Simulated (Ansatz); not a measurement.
# AlBiO4: the cost of one run

Program: Ansatz 0.2.0. Level of theory: DFT PBE, scalar-relativistic, plane waves, PAW. These are calculated values, not measurements.

### 1 The structure to begin with

It takes space group P-43m (No. 215, cubic). The conventional cell has a = 4.338 Å, b = 4.338 Å, c = 4.338 Å, α = 90.00°, β = 90.00°, γ = 90.00°. Al (site symmetry -43m) has 4 O at 1.76 Å as nearest neighbours. Bi (site symmetry -43m) is surrounded by 4 O at 1.99 Å. Around O (site symmetry 3m) lie 1 Al at 1.76 Å and 1 Bi at 1.99 Å.

As a file:

```cif
data_structure
_symmetry_space_group_name_H-M 'P 1'
_symmetry_Int_Tables_number 1
_cell_length_a 4.3377
_cell_length_b 4.3377
_cell_length_c 4.3377
_cell_angle_alpha 90.000
_cell_angle_beta 90.000
_cell_angle_gamma 90.000
_cell_volume 81.62
loop_
_atom_site_label
_atom_site_type_symbol
_atom_site_fract_x
_atom_site_fract_y
_atom_site_fract_z
_atom_site_occupancy
Al1 Al 0.00000 0.00000 0.00000 1
Bi1 Bi 0.50000 0.50000 0.50000 1
O1 O 0.23463 0.23463 0.23463 1
O2 O 0.76537 0.76537 0.23463 1
O3 O 0.76537 0.23463 0.76537 1
O4 O 0.23463 0.76537 0.76537 1
```

It is the end of an earlier relaxation with the same method, from a generated guess; it needn't be the stable form of this composition. At a tolerance of 0.05 Å it has space group P-43m (No. 215); it has 13.60 Å³/atom, an uncorrected energy of -1.24 eV/atom over the elements.

### 2 Bands, states and charges

Input file input.yaml:

```yaml
crystal:
  lattice:
    - [4.3377111266, 0.0, 0.0]
    - [0.0, 4.3377111266, 0.0]
    - [0.0, 0.0, 4.3377111266]
  atoms:
    - { symbol: Al, position: [0.0, 0.0, 0.0] }
    - { symbol: Bi, position: [0.5, 0.5, 0.5] }
    - { symbol: O, position: [0.2346313914, 0.2346313914, 0.2346313914] }
    - { symbol: O, position: [0.7653686086, 0.7653686086, 0.2346313914] }
    - { symbol: O, position: [0.7653686086, 0.2346313914, 0.7653686086] }
    - { symbol: O, position: [0.2346313914, 0.7653686086, 0.7653686086] }
basis:
  ecutwfc: 420
kpoints:
  mp_grid: { grid: [10, 10, 10] }
  band_path:
    path:
      - [[0.0, 0.0, 0.0], [0.0, 0.5, 0.0], [0.5, 0.5, 0.0], [0.0, 0.0, 0.0], [0.5, 0.5, 0.5], [0.0, 0.5, 0.0]]
      - [[0.5, 0.5, 0.5], [0.5, 0.5, 0.0]]
    npoints: 14
hamiltonian:
  xc: pbe
scf:
  occupations: { method: gaussian, width: 0.1 }
  n_extra_bands: 15
output:
  forces: true
  stress: true
  eigenvalues: true
  populations: true
  dos: { projected: true, de: 0.02, nscf_kmesh: { grid: [12, 12, 12] } }
  bader: true
  write_density: true
  write_potential: true
  elf: true
  volumetric_format: npy
```

Run with:

```
> ansatz run input.yaml --threads 1 --pin off --max-ram 2560MiB --backend cpu --events-out ev --progress --plain --runs-dir out
```

What time and memory should one allow on 1 thread of Arm Neoverse V1, shared host?

About 1.7 min, with a peak of 0.51 GiB.
